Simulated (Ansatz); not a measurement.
# KCoF3: the cost of one run

Method: DFT PBEsol+U (U = 2 eV, J = 0.5 eV on Co d), plane waves, PAW, in Ansatz 0.2.0.

### 1 Starting point

The structure is cubic, space group Pm-3m (No. 221). The conventional cell has a = 4.071 Å, b = 4.071 Å, c = 4.071 Å, α = 90.00°, β = 90.00°, γ = 90.00°. K (site symmetry m-3m) has 12 F at 2.88 Å as nearest neighbours. Co (site symmetry m-3m) is surrounded by 6 F at 2.04 Å. F (site symmetry 4/mmm) is surrounded by 2 Co at 2.04 Å and 4 K at 2.88 Å.

Coordinates:

```cif
data_structure
_symmetry_space_group_name_H-M 'P 1'
_symmetry_Int_Tables_number 1
_cell_length_a 4.0710
_cell_length_b 4.0710
_cell_length_c 4.0710
_cell_angle_alpha 90.000
_cell_angle_beta 90.000
_cell_angle_gamma 90.000
_cell_volume 67.47
loop_
_atom_site_label
_atom_site_type_symbol
_atom_site_fract_x
_atom_site_fract_y
_atom_site_fract_z
_atom_site_occupancy
K1 K 0.00000 0.00000 0.00000 1
Co1 Co 0.50000 0.50000 0.50000 1
F1 F 0.00000 0.50000 0.50000 1
F2 F 0.50000 0.00000 0.50000 1
F3 F 0.50000 0.50000 0.00000 1
```

Magnetic order typed: ferromagnetic.

An earlier series on this cell reached its lowest free state from «from atoms, default search», perhaps among other starts.

### 2 Random orbitals: single harmonics, second filling

File input.yaml:

```yaml
crystal:
  lattice:
    - [4.070999, 0.0, 0.0]
    - [0.0, 4.070999, 0.0]
    - [0.0, 0.0, 4.070999]
  atoms:
    - { symbol: K, position: [0.0, 0.0, 0.0] }
    - { symbol: Co, position: [0.5, 0.5, 0.5], spin: 1.0 }
    - { symbol: F, position: [0.0, 0.5, 0.5] }
    - { symbol: F, position: [0.5, 0.0, 0.5] }
    - { symbol: F, position: [0.5, 0.5, 0.0] }
basis:
  ecutwfc: 420
  ecutrho_ratio: 4
kpoints:
  mp_grid: { grid: [5, 5, 5] }
hamiltonian:
  xc: pbesol
  hubbard:
    sites:
      - { site: 1, l: d, u: 2.0, j: 0.5, starting_ns: [{ spin: up, occupation_matrix: s1up }, { spin: down, occupation_matrix: s1down }] }
    occupation_matrices:
      s1up:
        matrix:
          - [0.97, 0.0, 0.0, 0.0, 0.0]
          - [0.0, 0.02, 0.0, 0.0, 0.0]
          - [0.0, 0.0, 0.97, 0.0, 0.0]
          - [0.0, 0.0, 0.0, 0.97, 0.0]
          - [0.0, 0.0, 0.0, 0.0, 0.97]
      s1down:
        matrix:
          - [0.97, 0.0, 0.0, 0.0, 0.0]
          - [0.0, 0.02, 0.0, 0.0, 0.0]
          - [0.0, 0.0, 0.97, 0.0, 0.0]
          - [0.0, 0.0, 0.0, 0.02, 0.0]
          - [0.0, 0.0, 0.0, 0.0, 0.97]
    ns_hold: { iters: 12 }
scf:
  occupations: { method: gaussian, width: 0.05 }
  lower_state_search: "off"
  max_iter: 150
output:
  forces: true
  stress: true
  eigenvalues: true
  populations: true
  hubbard: { sites: [{ site: 1, l: d }] }
magnetization:
  spin_polarized: true
```

The typed matrices put 0.97 on the chosen orbitals and 0.02 on the others, and are held for 12 cycles.

Started as:

```sh
$ ansatz run input.yaml --threads 4 --pin off --max-ram 6144MiB --backend cpu --events-out ev --progress --plain --runs-dir out
```

**Question.** How long does this run take on 4 threads of Arm Neoverse V1, shared host, and how much memory does it need?

About 6.9 s, with a peak of 0.46 GiB.
